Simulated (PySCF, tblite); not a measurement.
**C10H8O: geometry, infrared bands and NMR shifts**

Wanted: the infrared bands and NMR shifts of C10H8O (`CC#CC#CCc1ccco1`), by calculation.

Programs: tblite 0.8.0 and PySCF 2.14.0, with density-fitted response routines of our own. Each step states its level of theory. These are calculated values for one molecule in the gas phase, unless marked as measured. Atoms are numbered from 0 throughout.

**1. Starting geometry**

19 atoms, charge 0, multiplicity 1; geometry from: force field or distance geometry start.

Bonds of the start (Å): C0–C1 1.48, C1–C2 1.18, C2–C3 1.56, C3–C4 1.19, C4–C5 1.48, C5–C6 1.48, C6–C7 1.39, C7–C8 1.42, C8–C9 1.37, C9–O10 1.36, O10–C6 1.37, C0–H11 1.09, C0–H12 1.08, C0–H13 1.09, C5–H14 1.09, C5–H15 1.10, C7–H16 1.08, C8–H17 1.08, C9–H18 1.08.

**2. Optimising the geometry with GFN2-xTB**

What the job is given:

```
{"job": {"kind": "relax", "xc": "GFN2-xTB", "basis": "xTB"}, "charge": 0, "multiplicity": 1}
C      4.854700    -1.299600     1.727000
C      3.644000    -0.718300     1.106000
C      2.674700    -0.256500     0.615900
C      1.403400     0.356600    -0.041500
C      0.418900     0.817000    -0.528000
C     -0.784500     1.398400    -1.154700
C     -2.003700     0.721900    -0.662200
C     -2.609300     0.641200     0.581500
C     -3.768000    -0.161900     0.400600
C     -3.802700    -0.507400    -0.925900
O     -2.735300     0.022800    -1.583300
H      5.586000    -0.523400     1.932800
H      5.298000    -2.038300     1.077300
H      4.606100    -1.789400     2.671500
H     -0.715900     1.325300    -2.240900
H     -0.843600     2.468900    -0.904600
H     -2.261000     1.094000     1.495800
H     -4.500100    -0.450400     1.147300
H     -4.471600    -1.091700    -1.532500
```

Launch:

```bash
> OMP_NUM_THREADS=1 python probes_run.py task.json out
```

One launch serves the whole session: the jobs run in the order shown.

**Question.** This job is followed by: GFN2-xTB harmonic vibrations, gas phase; GIAO PBE0/pcSseg-1 NMR shielding, non-relativistic, gas phase. What will the session give for the following? strongest single infrared mode (GFN2-xTB); zero-point energy (GFN2-xTB); ¹³C shifts against TMS (PBE0/pcSseg-1); ¹H shifts against TMS (PBE0/pcSseg-1, means over atoms taken as alike); ¹⁷O shifts against H2O (PBE0/pcSseg-1).

As calculated:

| quantity | value |
| --- | --- |
| strongest single infrared mode (GFN2-xTB) | 2320 cm⁻¹, 82 km/mol |
| zero-point energy (GFN2-xTB) | 88.8 kcal/mol |
| ¹³C shifts against TMS (PBE0/pcSseg-1) | 156.4, 144.8, 118.8, 115.6, 80.5, 77.9, 75.1, 72.5, 22.1, 5.5 ppm |
| ¹H shifts against TMS (PBE0/pcSseg-1, means over atoms taken as alike) | 7.35, 6.71, 6.68, 3.82, 2.11 ppm |
| ¹⁷O shifts against H2O (PBE0/pcSseg-1) | 309.8 ppm |

What this shows: Relaxing lowered the energy by 0.747 eV in 76 steps; the close pair that moved most is C2–C3, from 1.557 to 1.359 Å. The lowest mode is slightly imaginary (16i cm⁻¹), a soft motion within the noise of the Hessian, so the minimum is not strictly shown. The strongest single mode, at 2320 cm⁻¹, is spread over several atoms, C4, C1, C3, C2 among them. Unscaled tight-binding wavenumbers are off by several per cent, some by more. Its intensities can rank the bands wrongly. At PBE0/pcSseg-1: Shielding is most anisotropic at O10 (span 326 ppm, paramagnetic term -371 ppm). NICS(1)zz of -27 ppm above the planar ring from C6 marks a diatropic (aromatic) ring current.
